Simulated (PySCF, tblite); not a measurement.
# C₅H₁₁OPSi: geometry, infrared bands and NMR shifts

What infrared bands and NMR shifts should C₅H₁₁OPSi (`C=C(C)[Si@@]1(P)CCO1`) show?

Computed with tblite 0.8.0 and PySCF 2.14.0, with density-fitted response routines of our own, on a single molecule in the gas phase. Atoms count from 0, in the outputs and in this text.

### 1 The starting structure

19 atoms, charge 0, multiplicity 1; geometry from: force field or distance geometry start.

Bonds of the start (Å): C0–C1 1.32, C1–C2 1.50, C1–Si3 1.82, Si3–P4 2.19, Si3–C5 1.87, C5–C6 1.51, C6–O7 1.40, O7–Si3 1.69, C0–H8 1.10, C0–H9 1.08, C2–H10 1.12, C2–H11 1.09, C2–H12 1.11, P4–H13 1.44, P4–H14 1.45, C5–H15 1.09, C5–H16 1.09, C6–H17 1.10, C6–H18 1.11.

### 2 Optimising the geometry with GFN2-xTB

Job settings and geometry (Å):

```
{"job": {"kind": "relax", "xc": "GFN2-xTB", "basis": "xTB"}, "charge": 0, "multiplicity": 1}
C     -0.918600     1.315600    -1.917500
C     -0.820600     0.231900    -1.177100
C     -1.669300    -0.992700    -1.387900
Si     0.412700     0.198200     0.164000
P      0.826700     2.151700     1.055400
C      0.153200    -1.200000     1.377700
C      1.643900    -0.991400     1.484600
O      1.689300    -0.908400     0.090500
H     -0.257400     2.159700    -1.689300
H     -1.625000     1.434200    -2.723700
H     -2.611000    -0.853700    -0.806800
H     -1.942900    -1.151000    -2.434700
H     -1.146600    -1.841200    -0.903900
H      2.038600     2.209200     1.823000
H      0.709500     3.156100     0.019900
H     -0.138600    -2.117200     0.864800
H     -0.466900    -0.922900     2.230100
H      2.215800    -1.826500     1.921900
H      1.897500    -0.042400     2.001500
```

Started as:

```bash
OMP_NUM_THREADS=1 python probes_run.py task.json out
```

This one command runs all jobs of the session in turn.

**Question.** This job is followed by: GFN2-xTB harmonic vibrations, gas phase; GIAO PBE0/pcSseg-1 NMR shielding, non-relativistic, gas phase. Predict these results of the whole session: strongest single infrared mode (GFN2-xTB); zero-point energy (GFN2-xTB); 13C shifts against TMS (PBE0/pcSseg-1); 1H shifts against TMS (PBE0/pcSseg-1, means over atoms taken as alike); 29Si shifts against TMS (PBE0/pcSseg-1); 31P shifts against H3PO4 (PBE0/pcSseg-1); 17O shifts against H2O (PBE0/pcSseg-1).

As calculated:

```
                                                              quantity                                               value
                             strongest single infrared mode (GFN2-xTB)                                859 cm⁻¹, 166 km/mol
                                          zero-point energy (GFN2-xTB)                                       91.8 kcal/mol
                                13C shifts against TMS (PBE0/pcSseg-1)                  158.0, 136.7, 69.0, 24.2, 23.5 ppm
1H shifts against TMS (PBE0/pcSseg-1, means over atoms taken as alike)  6.05, 5.55, 4.77, 4.73, 2.22, 2.19, 2.17, 1.43 ppm
                               29Si shifts against TMS (PBE0/pcSseg-1)                                            52.2 ppm
                              31P shifts against H3PO4 (PBE0/pcSseg-1)                                          -270.8 ppm
                                17O shifts against H2O (PBE0/pcSseg-1)                                            93.7 ppm
```

**Reading.** The optimisation took 184 steps and gained 2.274 eV; among the close pairs (by a distance rule), C1–Si3 changed most, from 1.822 to 1.893 Å. No mode is imaginary among the 51: a minimum at this level. The strongest single mode, at 859 cm⁻¹, is carried by O7, Si3, C5. GFN2-xTB is a fitted tight-binding method: band positions and strengths are rough. Its intensities can rank the bands wrongly. The most deshielded carbon is C1 (fully substituted alkene carbon), at 158.0 ppm: an sp2 carbon of a C=C bond. At PBE0/pcSseg-1: The largest span, 245 ppm, is at C1, where the paramagnetic term is -238 ppm.
